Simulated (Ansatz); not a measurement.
# CdAg: stiffness from strained cells, part 3 of 3

How stiff is the crystal, and how unevenly? Runs: reference run (LAPW and crystal datasets); at 20 GPa (LAPW). Companion runs by PAW are cited.

Ansatz 0.2.0; DFT PBEsol.

## 4. At 20 GPa, LAPW

Contents of input.yaml:

```yaml
crystal:
  lattice:
    - [3.15855983475, 0.0, 0.0]
    - [0.0, 3.15855983475, 0.0]
    - [0.0, 0.0, 3.15855983475]
  atoms:
    - { symbol: Cd, position: [0.5, 0.5, 0.5] }
    - { symbol: Ag, position: [0.0, 0.0, 0.0] }
kpoints:
  mp_grid: { grid: [12, 12, 12] }
scf:
  occupations: { method: fermi_dirac, width: 0.1 }
hamiltonian:
  xc: pbesol
  pseudopotentials: { kind: all_electron, lapw: { basis_error: 0.001 } }
elastic:
  mode: relaxed_ion
  stencil: two_point
  amplitude: 0.008
```

The run is started by

```
$ ansatz run input.yaml --threads 1 --pin off --max-ram 2560MiB --backend cpu --events-out ev --progress --plain --runs-dir out
```

Log:

```text
LAPW: plane waves up to 8.762 Å⁻¹, error target 1.0e-3 eV per atom; small_component_spin mean_spin; Ag in spheres of 1.325 Å, 29 of its electrons in bands, Dirac shells []; Cd in spheres of 1.328 Å, 30 of its electrons in bands, Dirac shells [] (how accurate: hamiltonian.pseudopotentials.lapw.basis_error, Limitations)
Engine: ansatz 0.2.0
Pseudopotentials: kind: all_electron
Pseudopotential: Cd, LAPW, valence charge 30, lapw/all_electron/scalar/gaussian/Cd, Koelling and Harmon's equation, gaussian nucleus
Pseudopotential: Ag, LAPW, valence charge 29, lapw/all_electron/scalar/gaussian/Ag, Koelling and Harmon's equation, gaussian nucleus
Functional definition: PBEsol
  exchange = pbesol_x
  correlation = pbesol_c
Crystal: 2 atoms, lattice volume = 31.511 Å³
Basis set: ecut = 292.52283029322615 eV, 365 PW (Γ), exchange–correlation at level 2
Bands: 36, of which v1, the nominal top of the filled ones, is band 30 counted from 1 (29 counted from 0)
Symmetry: 48 space group operations
Space group: Pm-3m (ITA 221), of the structure as read, at distance tolerance 3.2e-5 Å
k-points: 84 of 1728
Non-local potential: Cd, projectors of the file, none
Non-local potential: Ag, projectors of the file, none
Initial density: superposition of atomic densities (chi_scale 0.1, normalization cell, long waves kept (reshape's long-wave potential 0.00 eV rms))
Initial wavefunctions: plane waves of lowest kinetic energy (no species holds an atomic orbital)
Functional: x = pbesol(κ = 0.804, μ = 0.12345679012345678), c = pbesol(β = 0.046)
iter 1 solved again at ethr=3.30e-4 eV; its pass at ethr=1.00e-1 eV (dr2=1.95e-1 eV) is discarded
SCF iter   1: F=—  HF=-296753.443476 eV  |F-HF|=—  |Δ(HF+E_count)|=         —  Δρ=2.98e-2  dr2=1.95e-1  ethr=3.30e-4  ⟨swp⟩=2.8  Hψ=19308  notcnv=0
preconditioner: auto → Kerker (q_TF=auto, 3.029 Å⁻¹)  [metal: Δε(μ)=0.084 eV  Ē_g=15.619 eV  σ=0.100 eV  W_gap=0.20  n_scr=18 (ndim 8)  ℏωp=31.7 eV  f_vac=0.000  D(μ)=0.59/eV (n_scr^D=0)]
SCF iter   2: F=—  HF=-296753.072400 eV  |F-HF|=—  |Δ(HF+E_count)|=   3.71e-1  Δρ=1.10e-2  dr2=4.93e-2  ethr=3.30e-4  ⟨swp⟩=2.0  Hψ=9135  notcnv=0
SCF iter   3: F=—  HF=-296752.996659 eV  |F-HF|=—  |Δ(HF+E_count)|=   7.57e-2  Δρ=1.03e-2  dr2=3.00e-2  ethr=8.36e-5  ⟨swp⟩=2.0  Hψ=8495  notcnv=0
SCF iter   4: F=—  HF=-296752.990849 eV  |F-HF|=—  |Δ(HF+E_count)|=   5.81e-3  Δρ=5.57e-3  dr2=1.14e-2  ethr=5.08e-5  ⟨swp⟩=2.0  Hψ=7909  notcnv=0
SCF iter   5: F=—  HF=-296752.988378 eV  |F-HF|=—  |Δ(HF+E_count)|=   2.47e-3  Δρ=2.75e-3  dr2=2.90e-3  ethr=1.93e-5  ⟨swp⟩=2.0  Hψ=8442  notcnv=0
iter 6 solved again at ethr=2.22e-7 eV; its pass at ethr=4.91e-6 eV (dr2=1.31e-4 eV) is discarded
SCF iter   6: F=—  HF=-296752.988683 eV  |F-HF|=—  |Δ(HF+E_count)|=   3.06e-4  Δρ=6.32e-4  dr2=1.31e-4  ethr=2.22e-7  ⟨swp⟩=2.0  Hψ=14777  notcnv=0
SCF iter   7: F=—  HF=-296752.988675 eV  |F-HF|=—  |Δ(HF+E_count)|=   8.24e-6  Δρ=2.20e-4  dr2=1.57e-5  ethr=2.22e-7  ⟨swp⟩=2.0  Hψ=8595  notcnv=0
SCF iter   8: F=—  HF=-296752.988675 eV  |F-HF|=—  |Δ(HF+E_count)|=   2.21e-7  Δρ=5.23e-5  dr2=1.66e-6  ethr=2.66e-8  ⟨swp⟩=2.0  Hψ=8595  notcnv=0
SCF iter   9: F=—  HF=-296752.988675 eV  |F-HF|=—  |Δ(HF+E_count)|=   2.17e-7  Δρ=2.22e-5  dr2=2.25e-7  ethr=2.81e-9  ⟨swp⟩=2.0  Hψ=8595  notcnv=0
SCF iter  10: F=—  HF=-296752.988675 eV  |F-HF|=—  |Δ(HF+E_count)|=   3.50e-8  Δρ=6.30e-6  dr2=1.83e-8  ethr=3.81e-10  ⟨swp⟩=2.0  Hψ=8595  notcnv=0
SCF iter  11: F=—  HF=-296752.988675 eV  |F-HF|=—  |Δ(HF+E_count)|=   1.48e-8  Δρ=1.72e-6  dr2=5.64e-10  ethr=3.10e-11  ⟨swp⟩=2.0  Hψ=8595  notcnv=0
SCF iter  12: F=—  HF=-296752.988675 eV  |F-HF|=—  |Δ(HF+E_count)|=  5.24e-10  Δρ=5.27e-7  dr2=5.69e-11  ethr=8.43e-12 (applied; sched 1.00e-12)  ⟨swp⟩=2.0  Hψ=8595  notcnv=0
SCF iter  13: F=—  HF=-296752.988675 eV  |F-HF|=—  |Δ(HF+E_count)|=  2.91e-10  Δρ=1.20e-7  dr2=2.96e-12  ethr=8.43e-12 (applied; sched 1.00e-12)  ⟨swp⟩=2.0  Hψ=8595  notcnv=0
SCF iter  14: F=—  HF=-296752.988675 eV  |F-HF|=—  |Δ(HF+E_count)|=  1.75e-10  Δρ=4.15e-8  dr2=1.91e-13  ethr=8.43e-12 (applied; sched 1.00e-12)  ⟨swp⟩=2.0  Hψ=8595  notcnv=0
SCF iter  15: F=-296752.988675 eV  HF=-296752.988675 eV  |F-HF|=0.00e0  |Δ(HF+E_count)|=  3.49e-10  Δρ=1.65e-8  dr2=1.77e-14  ethr=8.43e-12 (applied; sched 1.00e-12)  ⟨swp⟩=2.0  Hψ=8595  notcnv=0
SCF 1 converged in 15 iterations: F = -296752.988675 eV  dr2 = 1.77e-14
Crystal: 2 atoms, lattice volume = 31.259 Å³
Basis set: ecut = 294.0934273743255 eV, 365 PW (Γ), exchange–correlation at level 2
Symmetry: 16 space group operations
k-points: 196 of 1728
Initial density: handed on by an earlier stage of this run
Initial wavefunctions: plane waves of lowest kinetic energy (no species holds an atomic orbital; no wavefunctions were taken with the density)
iter 1 solved again at ethr=3.04e-8 eV; its pass at ethr=1.00e-1 eV (dr2=1.79e-5 eV) is discarded
SCF iter   1: F=—  HF=-296752.955928 eV  |F-HF|=—  |Δ(HF+E_count)|=         —  Δρ=2.05e-4  dr2=1.91e-5  ethr=3.04e-8  ⟨swp⟩=5.4  Hψ=57667  notcnv=0
preconditioner: auto → Kerker (q_TF=auto, 3.033 Å⁻¹)  [metal: Δε(μ)=0.019 eV  Ē_g=16.216 eV  σ=0.100 eV  W_gap=0.05  n_scr=18 (ndim 8)  ℏωp=31.9 eV  f_vac=0.000  D(μ)=0.55/eV (n_scr^D=0)]
SCF iter   2: F=—  HF=-296752.955924 eV  |F-HF|=—  |Δ(HF+E_count)|=   3.87e-6  Δρ=1.41e-4  dr2=9.68e-6  ethr=3.04e-8  ⟨swp⟩=2.0  Hψ=20064  notcnv=0
SCF iter   3: F=—  HF=-296752.955922 eV  |F-HF|=—  |Δ(HF+E_count)|=   1.81e-6  Δρ=7.32e-5  dr2=3.10e-6  ethr=1.64e-8  ⟨swp⟩=2.0  Hψ=20064  notcnv=0
SCF iter   4: F=—  HF=-296752.955921 eV  |F-HF|=—  |Δ(HF+E_count)|=   1.03e-6  Δρ=2.65e-5  dr2=3.43e-7  ethr=5.26e-9  ⟨swp⟩=2.0  Hψ=20064  notcnv=0
SCF iter   5: F=—  HF=-296752.955921 eV  |F-HF|=—  |Δ(HF+E_count)|=   2.71e-7  Δρ=9.46e-6  dr2=4.69e-8  ethr=5.82e-10  ⟨swp⟩=2.0  Hψ=20064  notcnv=0
SCF iter   6: F=—  HF=-296752.955921 eV  |F-HF|=—  |Δ(HF+E_count)|=   1.05e-8  Δρ=4.09e-6  dr2=8.56e-9  ethr=7.94e-11  ⟨swp⟩=2.0  Hψ=20064  notcnv=0
SCF iter   7: F=—  HF=-296752.955921 eV  |F-HF|=—  |Δ(HF+E_count)|=  9.90e-10  Δρ=1.86e-6  dr2=1.95e-9  ethr=1.45e-11  ⟨swp⟩=2.0  Hψ=20064  notcnv=0
SCF iter   8: F=—  HF=-296752.955921 eV  |F-HF|=—  |Δ(HF+E_count)|=   2.33e-9  Δρ=7.63e-7  dr2=2.39e-10  ethr=8.43e-12 (applied; sched 3.31e-12)  ⟨swp⟩=2.0  Hψ=20064  notcnv=0
SCF iter   9: F=—  HF=-296752.955921 eV  |F-HF|=—  |Δ(HF+E_count)|=  1.75e-10  Δρ=3.13e-7  dr2=3.27e-11  ethr=8.43e-12 (applied; sched 1.00e-12)  ⟨swp⟩=2.0  Hψ=20064  notcnv=0
SCF iter  10: F=—  HF=-296752.955921 eV  |F-HF|=—  |Δ(HF+E_count)|=  4.07e-10  Δρ=6.32e-8  dr2=1.97e-12  ethr=8.43e-12 (applied; sched 1.00e-12)  ⟨swp⟩=2.0  Hψ=20064  notcnv=0
SCF iter  11: F=—  HF=-296752.955921 eV  |F-HF|=—  |Δ(HF+E_count)|=  3.49e-10  Δρ=2.02e-8  dr2=1.67e-13  ethr=8.43e-12 (applied; sched 1.00e-12)  ⟨swp⟩=2.0  Hψ=20064  notcnv=0
SCF iter  12: F=-296752.955921 eV  HF=-296752.955921 eV  |F-HF|=5.82e-11  |Δ(HF+E_count)|=  4.66e-10  Δρ=6.53e-9  dr2=1.38e-14  ethr=8.43e-12 (applied; sched 1.00e-12)  ⟨swp⟩=2.0  Hψ=20064  notcnv=0
SCF 2 converged in 12 iterations: F = -296752.955921 eV  dr2 = 1.38e-14
Crystal: 2 atoms, lattice volume = 31.763 Å³
Basis set: ecut = 290.97303592044176 eV, 365 PW (Γ), exchange–correlation at level 2
iter 1 solved again at ethr=3.75e-8 eV; its pass at ethr=1.00e-1 eV (dr2=2.21e-5 eV) is discarded
SCF iter   1: F=—  HF=-296753.018820 eV  |F-HF|=—  |Δ(HF+E_count)|=         —  Δρ=2.01e-4  dr2=1.93e-5  ethr=3.75e-8  ⟨swp⟩=5.3  Hψ=57353  notcnv=0
preconditioner: auto → Kerker (q_TF=auto, 3.025 Å⁻¹)  [metal: Δε(μ)=0.029 eV  Ē_g=16.064 eV  σ=0.100 eV  W_gap=0.07  n_scr=18 (ndim 8)  ℏωp=31.6 eV  f_vac=0.000  D(μ)=0.55/eV (n_scr^D=0)]
SCF iter   2: F=—  HF=-296753.018816 eV  |F-HF|=—  |Δ(HF+E_count)|=   3.98e-6  Δρ=1.37e-4  dr2=9.67e-6  ethr=3.28e-8  ⟨swp⟩=2.0  Hψ=20085  notcnv=0
SCF iter   3: F=—  HF=-296753.018815 eV  |F-HF|=—  |Δ(HF+E_count)|=   1.61e-6  Δρ=7.63e-5  dr2=3.52e-6  ethr=1.64e-8  ⟨swp⟩=2.0  Hψ=20085  notcnv=0
SCF iter   4: F=—  HF=-296753.018814 eV  |F-HF|=—  |Δ(HF+E_count)|=   1.31e-6  Δρ=2.86e-5  dr2=4.49e-7  ethr=5.97e-9  ⟨swp⟩=2.0  Hψ=20085  notcnv=0
SCF iter   5: F=—  HF=-296753.018813 eV  |F-HF|=—  |Δ(HF+E_count)|=   2.33e-7  Δρ=9.19e-6  dr2=4.80e-8  ethr=7.62e-10  ⟨swp⟩=2.0  Hψ=20085  notcnv=0
SCF iter   6: F=—  HF=-296753.018813 eV  |F-HF|=—  |Δ(HF+E_count)|=   7.28e-9  Δρ=3.44e-6  dr2=6.14e-9  ethr=8.14e-11  ⟨swp⟩=2.0  Hψ=20085  notcnv=0
SCF iter   7: F=—  HF=-296753.018813 eV  |F-HF|=—  |Δ(HF+E_count)|=   2.85e-9  Δρ=2.18e-6  dr2=2.57e-9  ethr=1.04e-11  ⟨swp⟩=2.0  Hψ=20085  notcnv=0
iter 8 solved again at ethr=1.00e-12 eV; its pass at ethr=4.35e-12 eV (dr2=1.54e-10 eV) is discarded
SCF iter   8: F=—  HF=-296753.018813 eV  |F-HF|=—  |Δ(HF+E_count)|=  4.07e-10  Δρ=5.86e-7  dr2=1.53e-10  ethr=6.06e-12 (applied; sched 1.00e-12)  ⟨swp⟩=2.0  Hψ=34525  notcnv=0
SCF iter   9: F=—  HF=-296753.018813 eV  |F-HF|=—  |Δ(HF+E_count)|=  4.07e-10  Δρ=1.76e-7  dr2=1.45e-11  ethr=8.44e-12 (applied; sched 1.00e-12)  ⟨swp⟩=2.0  Hψ=20085  notcnv=0
SCF iter  10: F=—  HF=-296753.018813 eV  |F-HF|=—  |Δ(HF+E_count)|=  2.33e-10  Δρ=5.44e-8  dr2=1.53e-12  ethr=8.44e-12 (applied; sched 1.00e-12)  ⟨swp⟩=2.0  Hψ=20085  notcnv=0
SCF iter  11: F=—  HF=-296753.018813 eV  |F-HF|=—  |Δ(HF+E_count)|=  1.75e-10  Δρ=1.85e-8  dr2=1.56e-13  ethr=8.44e-12 (applied; sched 1.00e-12)  ⟨swp⟩=2.0  Hψ=20085  notcnv=0
SCF iter  12: F=-296753.018813 eV  HF=-296753.018813 eV  |F-HF|=2.33e-10  |Δ(HF+E_count)|=  2.91e-10  Δρ=5.56e-9  dr2=1.08e-14  ethr=8.44e-12 (applied; sched 1.00e-12)  ⟨swp⟩=2.0  Hψ=20085  notcnv=0
SCF 3 converged in 12 iterations: F = -296753.018813 eV  dr2 = 1.08e-14
Basis set: ecut = 292.52595057835305 eV, 365 PW (Γ), exchange–correlation at level 2
Symmetry: 8 space group operations
k-points: 301 of 1728
iter 1 solved again at ethr=2.46e-8 eV; its pass at ethr=1.00e-1 eV (dr2=1.45e-5 eV) is discarded
SCF iter   1: F=—  HF=-296752.988028 eV  |F-HF|=—  |Δ(HF+E_count)|=         —  Δρ=2.06e-4  dr2=1.35e-5  ethr=2.46e-8  ⟨swp⟩=5.5  Hψ=88726  notcnv=0
preconditioner: auto → Kerker (q_TF=auto, 3.029 Å⁻¹)  [metal: Δε(μ)=0.030 eV  Ē_g=16.140 eV  σ=0.100 eV  W_gap=0.07  n_scr=18 (ndim 8)  ℏωp=31.7 eV  f_vac=0.000  D(μ)=0.54/eV (n_scr^D=0)]
SCF iter   2: F=—  HF=-296752.988026 eV  |F-HF|=—  |Δ(HF+E_count)|=   1.96e-6  Δρ=1.45e-4  dr2=7.01e-6  ethr=2.28e-8  ⟨swp⟩=2.0  Hψ=30831  notcnv=0
iter 3 solved again at ethr=8.26e-10 eV; its pass at ethr=1.19e-8 eV (dr2=4.87e-7 eV) is discarded
SCF iter   3: F=—  HF=-296752.988024 eV  |F-HF|=—  |Δ(HF+E_count)|=   1.84e-6  Δρ=3.71e-5  dr2=4.87e-7  ethr=8.26e-10  ⟨swp⟩=2.0  Hψ=53003  notcnv=0
SCF iter   4: F=—  HF=-296752.988024 eV  |F-HF|=—  |Δ(HF+E_count)|=   7.42e-8  Δρ=3.74e-6  dr2=4.24e-9  ethr=8.25e-10  ⟨swp⟩=2.0  Hψ=30831  notcnv=0
SCF iter   5: F=—  HF=-296752.988024 eV  |F-HF|=—  |Δ(HF+E_count)|=   8.38e-9  Δρ=2.45e-6  dr2=1.21e-9  ethr=8.60e-12 (applied; sched 7.18e-12)  ⟨swp⟩=2.3  Hψ=30955  notcnv=0
SCF iter   6: F=—  HF=-296752.988024 eV  |F-HF|=—  |Δ(HF+E_count)|=   2.68e-9  Δρ=1.27e-6  dr2=2.04e-10  ethr=8.43e-12 (applied; sched 2.06e-12)  ⟨swp⟩=2.0  Hψ=30831  notcnv=0
SCF iter   7: F=—  HF=-296752.988024 eV  |F-HF|=—  |Δ(HF+E_count)|=  4.66e-10  Δρ=4.13e-7  dr2=2.24e-11  ethr=8.43e-12 (applied; sched 1.00e-12)  ⟨swp⟩=2.0  Hψ=30831  notcnv=0
SCF iter   8: F=—  HF=-296752.988024 eV  |F-HF|=—  |Δ(HF+E_count)|=  1.16e-10  Δρ=1.41e-7  dr2=2.93e-12  ethr=8.43e-12 (applied; sched 1.00e-12)  ⟨swp⟩=2.0  Hψ=30831  notcnv=0
SCF iter   9: F=—  HF=-296752.988024 eV  |F-HF|=—  |Δ(HF+E_count)|=  5.82e-11  Δρ=3.95e-8  dr2=3.78e-13  ethr=8.43e-12 (applied; sched 1.00e-12)  ⟨swp⟩=2.0  Hψ=30831  notcnv=0
SCF iter  10: F=-296752.988024 eV  HF=-296752.988024 eV  |F-HF|=1.75e-10  |Δ(HF+E_count)|=  5.82e-11  Δρ=1.05e-8  dr2=5.94e-14  ethr=8.43e-12 (applied; sched 1.00e-12)  ⟨swp⟩=2.0  Hψ=30831  notcnv=0
SCF 4 converged in 10 iterations: F = -296752.988024 eV  dr2 = 5.94e-14
iter 1 solved again at ethr=2.34e-8 eV; its pass at ethr=1.00e-1 eV (dr2=1.38e-5 eV) is discarded
SCF iter   1: F=—  HF=-296752.988028 eV  |F-HF|=—  |Δ(HF+E_count)|=         —  Δρ=2.06e-4  dr2=1.35e-5  ethr=2.34e-8  ⟨swp⟩=5.5  Hψ=88852  notcnv=0
SCF iter   2: F=—  HF=-296752.988026 eV  |F-HF|=—  |Δ(HF+E_count)|=   1.96e-6  Δρ=1.45e-4  dr2=7.01e-6  ethr=2.28e-8  ⟨swp⟩=2.0  Hψ=30831  notcnv=0
iter 3 solved again at ethr=8.26e-10 eV; its pass at ethr=1.19e-8 eV (dr2=4.87e-7 eV) is discarded
SCF iter   3: F=—  HF=-296752.988024 eV  |F-HF|=—  |Δ(HF+E_count)|=   1.84e-6  Δρ=3.71e-5  dr2=4.87e-7  ethr=8.26e-10  ⟨swp⟩=2.0  Hψ=53003  notcnv=0
SCF iter   4: F=—  HF=-296752.988024 eV  |F-HF|=—  |Δ(HF+E_count)|=   7.47e-8  Δρ=3.73e-6  dr2=4.21e-9  ethr=8.25e-10  ⟨swp⟩=2.0  Hψ=30831  notcnv=0
SCF iter   5: F=—  HF=-296752.988024 eV  |F-HF|=—  |Δ(HF+E_count)|=   7.57e-9  Δρ=2.44e-6  dr2=1.22e-9  ethr=8.60e-12 (applied; sched 7.14e-12)  ⟨swp⟩=2.3  Hψ=30954  notcnv=0
SCF iter   6: F=—  HF=-296752.988024 eV  |F-HF|=—  |Δ(HF+E_count)|=   2.04e-9  Δρ=1.27e-6  dr2=2.05e-10  ethr=8.43e-12 (applied; sched 2.06e-12)  ⟨swp⟩=2.0  Hψ=30831  notcnv=0
SCF iter   7: F=—  HF=-296752.988024 eV  |F-HF|=—  |Δ(HF+E_count)|=    0.00e0  Δρ=4.09e-7  dr2=2.19e-11  ethr=8.43e-12 (applied; sched 1.00e-12)  ⟨swp⟩=2.0  Hψ=30831  notcnv=0
SCF iter   8: F=—  HF=-296752.988024 eV  |F-HF|=—  |Δ(HF+E_count)|=  5.82e-11  Δρ=1.37e-7  dr2=2.78e-12  ethr=8.43e-12 (applied; sched 1.00e-12)  ⟨swp⟩=2.0  Hψ=30831  notcnv=0
SCF iter   9: F=—  HF=-296752.988024 eV  |F-HF|=—  |Δ(HF+E_count)|=  2.33e-10  Δρ=3.93e-8  dr2=3.74e-13  ethr=8.43e-12 (applied; sched 1.00e-12)  ⟨swp⟩=2.0  Hψ=30831  notcnv=0
SCF iter  10: F=-296752.988024 eV  HF=-296752.988024 eV  |F-HF|=5.82e-11  |Δ(HF+E_count)|=  2.91e-10  Δρ=1.06e-8  dr2=6.04e-14  ethr=8.43e-12 (applied; sched 1.00e-12)  ⟨swp⟩=2.0  Hψ=30831  notcnv=0
SCF 5 converged in 10 iterations: F = -296752.988024 eV  dr2 = 6.04e-14
SCF converged after 15 iterations
Free energy (F): -296752.988675 eV
Harris-Foulkes:  -296752.988675 eV  (|F-HF|=0.00e0)
Internal energy: -296752.971050 eV  (E = F + TS)
E sigma→0 (E₀):  -296752.979862 eV
Entropy (-TS):   -0.017625 eV (-8.812 meV/atom)
Fermi energy:    21.929313 eV
--- Per-component energies (eV) ---
  E_band       = -7450.793055
  E_kinetic    = 310566.078898
  E_xc         = -8138.582698
  E_electrostatic = -599180.467250  (all electrons and nuclei)
  E_smearing   = -0.017625  (= −TS)
  E_closure    = 0.000000  (closes the sum)
  E_atoms      = -296748.580085  (free atoms, spherical and without spin; not in F)
  Σ components = -296752.988675   (vs F -296752.988675, Δ=0.00e0)
  Basis errors (estimates in eV, not in F): energy 2.7e-4 per atom: plane waves 2.6e-4 (1.4e-4 summed), levels above the bands 3.0e-58, relativity 2.1e-8, radial functions 1.8e-5, core shells 6.5e-8; eigenvalues (radial functions only) 3.7e-6; not estimated: angular momenta, meshes, grids; target (lapw.basis_error) 1.0e-3; muffin-tin radii Ag 1.325 Å, Cd 1.328 Å
--- Forces (eV/Å), atoms counted from 1 ---
  atom   1  Cd     0.00000000     0.00000000     0.00000000
  atom   2  Ag    -0.00000000     0.00000000    -0.00000000
  max |Σ_I F_I| component: 4.60e-30 eV/Å
--- Stress (GPa, compression-positive) ---
       19.971727       0.000000       0.000000
        0.000000      19.971727      -0.000000
        0.000000      -0.000000      19.971727
  P = ⅓ Tr σ = 19.9717 GPa (199.717 kbar)
--- Band table (eV; the first three rows and the last of 84) ---
  k-point 0: bands = ["-368.7195", "-368.7195", "-368.7195", "-368.7152", "-368.7152", "-334.3522", "-334.3522", "-334.3522", "-334.3426", "-334.3426", "-81.1597", "-70.9470", "-42.2399", "-42.2399", "-42.2399", "-34.4377", "-34.4377", "-34.4377", "11.7656", "11.7656", "11.7777", "12.8429", "12.8429", "12.8429", "16.2019", "16.2019", "17.3392", "17.3392", "17.3392", "27.2030", "27.2030", "27.2030", "33.6753", "33.9533", "33.9533", "38.6211"]
  k-point 1: bands = ["-368.7195", "-368.7195", "-368.7195", "-368.7152", "-368.7152", "-334.3522", "-334.3522", "-334.3522", "-334.3426", "-334.3426", "-81.1596", "-70.9469", "-42.2410", "-42.2398", "-42.2398", "-34.4399", "-34.4376", "-34.4376", "11.7909", "11.8115", "11.9071", "12.8328", "12.8328", "12.8572", "16.1715", "16.2299", "17.2618", "17.2618", "17.3187", "26.3692", "27.4401", "27.4401", "33.7689", "33.9584", "34.8143", "38.3088"]
  k-point 2: bands = ["-368.7195", "-368.7195", "-368.7195", "-368.7152", "-368.7152", "-334.3522", "-334.3522", "-334.3522", "-334.3426", "-334.3426", "-81.1595", "-70.9467", "-42.2441", "-42.2395", "-42.2395", "-34.4456", "-34.4374", "-34.4374", "11.8618", "11.9353", "12.2917", "12.8057", "12.8057", "12.8970", "16.0861", "16.3088", "17.0605", "17.0605", "17.2619", "24.6391", "28.1189", "28.1189", "33.7113", "33.9753", "36.9912", "37.6084"]
  k-point 83: bands = ["-368.7195", "-368.7195", "-368.7195", "-368.7152", "-368.7152", "-334.3522", "-334.3522", "-334.3522", "-334.3426", "-334.3426", "-81.1572", "-70.9426", "-42.2540", "-42.2540", "-42.2540", "-34.4640", "-34.4640", "-34.4640", "12.1753", "12.1753", "12.1753", "13.4719", "13.4719", "15.2757", "15.2757", "15.2757", "17.6254", "17.6254", "25.0811", "26.4689", "26.4689", "26.4689", "26.7753", "26.7753", "26.7753", "27.0491"]
--- Elastic constants: 2 strain directions × 2 members + reference (group order 48) ---
  dense FFT box of the reference and of every strained cell: 18×18×18
  strains applied: 11, 23; error gains: componentwise 1.00 (the most a stress slope's error grows in a printed constant), spectral 1.73 (1 for all six strains in a standard setting)
  C = ∂σ_k/∂η_j (tension-positive GPa; Voigt order 11 22 33 23 13 12):
       207.469    193.160    193.160     -0.000     -0.000     -0.000
       193.160    207.469    193.160     -0.000     -0.000     -0.000
       193.160    193.160    207.469     -0.000     -0.000     -0.000
        -0.000     -0.000      0.000     93.526     -0.000      0.000
         0.000      0.000     -0.000      0.000     93.526      0.000
        -0.000     -0.000     -0.000      0.000      0.000     93.526
  reference stress σ⁰ (GPa):    -19.972    -19.972    -19.972      0.000      0.000     -0.000
  no Pulay correction (none for the plane-wave cutoff is built on LAPW): the batch's stresses and constants are at fixed plane waves
  C* (energy form; C + prestress term) asymmetry max|C*_kj − C*_jk| = 1.137e-13 GPa — a small one proves nothing (zero by symmetry where the batch's group is 432, −43m or m−3m); a large one is finite-difference/SCF noise where every solve meets its electron count
  moduli (Voigt/Reuss/Hill, GPa): K = 197.93/197.93/197.93   G = 58.98/16.04/37.51   E = 105.85   ν = 0.411
  mechanically stable: yes (min eigenvalue of sym C = 14.31 GPa)
  where every solve meets its electron count the energy-path curvature estimates C_jj along a normal strain and C_jj − ¼(σ⁰_aa + σ⁰_bb) along a shear (ab), closely only under elastic.basis: deformed
  strain η (Voigt 11):  stress-route row diagonal C_11 = 207.47 GPa, energy-path curvature d²(F+E_count)/dδ²/Ω₀ = 207.78 GPa
         δ    σ_11 (GPa)             F (eV)   n_scf  n_hpsi   n_pw
    -8.000e-3     -21.6735     -296752.9559205      12  280391    370   relax 0 steps, max|allowed force component| 1.24e-29 eV/Å
     8.000e-3     -18.3540     -296753.0188133      12  294746    370   relax 0 steps, max|allowed force component| 1.10e-29 eV/Å
  strain η (Voigt 23):  stress-route row diagonal C_44 = 93.53 GPa, energy-path curvature d²(F+E_count)/dδ²/Ω₀ = 103.39 GPa
         δ    σ_23 (GPa)             F (eV)   n_scf  n_hpsi   n_pw
    -8.000e-3      -0.7482     -296752.9880239      10  391593    370   relax 0 steps, max|allowed force component| 3.16e-30 eV/Å
     8.000e-3       0.7482     -296752.9880239      10  391724    370   relax 0 steps, max|allowed force component| 2.76e-30 eV/Å
```

Wall time 7.2 min (1 thread of Intel Xeon Platinum 8259CL at 2.50GHz (Skylake/Cascade Lake), shared host); peak memory 1.3 GiB.

C in GPa (Voigt order xx, yy, zz, yz, xz, xy):

```
207.5 193.2 193.2   0.0   0.0   0.0
193.2 207.5 193.2   0.0   0.0   0.0
193.2 193.2 207.5   0.0   0.0   0.0
  0.0   0.0   0.0  93.5   0.0   0.0
  0.0   0.0   0.0   0.0  93.5   0.0
  0.0   0.0   0.0   0.0   0.0  93.5
```

## 5. Side by side

PAW rows come from companion runs at the same settings.

```
                           run    C11    C12   C44      K     G      E  Poisson ratio
            ions relaxed, LAPW  104.1   92.5  53.5   96.3  23.5   65.1          0.387
ions relaxed, crystal datasets  104.0   92.5  53.5   96.4  23.4   64.9          0.388
               at 20 GPa, LAPW  207.5  193.2  93.5  197.9  37.5  105.8          0.411
             ions relaxed, PAW  104.1   92.6  53.5   96.4  23.4   64.9          0.388
                at 20 GPa, PAW  207.3  193.2  93.4  197.9  37.4  105.5          0.411
```

Constants and moduli in GPa; K, G and E are Hill averages.

## 6. Results

This closing draws on all 3 parts.

| quantity | value |
| --- | --- |
| C11 (LAPW) | 104 GPa |
| C12 (LAPW) | 92 GPa |
| C44 (LAPW) | 54 GPa |
| bulk, shear and Young's modulus | 96, 23, 65 GPa |
| Debye temperature from sound speeds | 181 K |
| universal anisotropy index | 8.78 |

**Reading.** All eigenvalues are positive, so the crystal is mechanically stable; by LAPW K = 96 and G = 23 GPa, K/G = 4.10, on the ductile side of Pugh's rough line at 1.75, which was drawn for metals. Young's modulus runs from 17 to 136 GPa with direction. PAW's constants lie within 0.1 GPa of LAPW's. At 20 GPa K rises to 198 GPa. Cautions: responses of metals move with mesh and smearing.
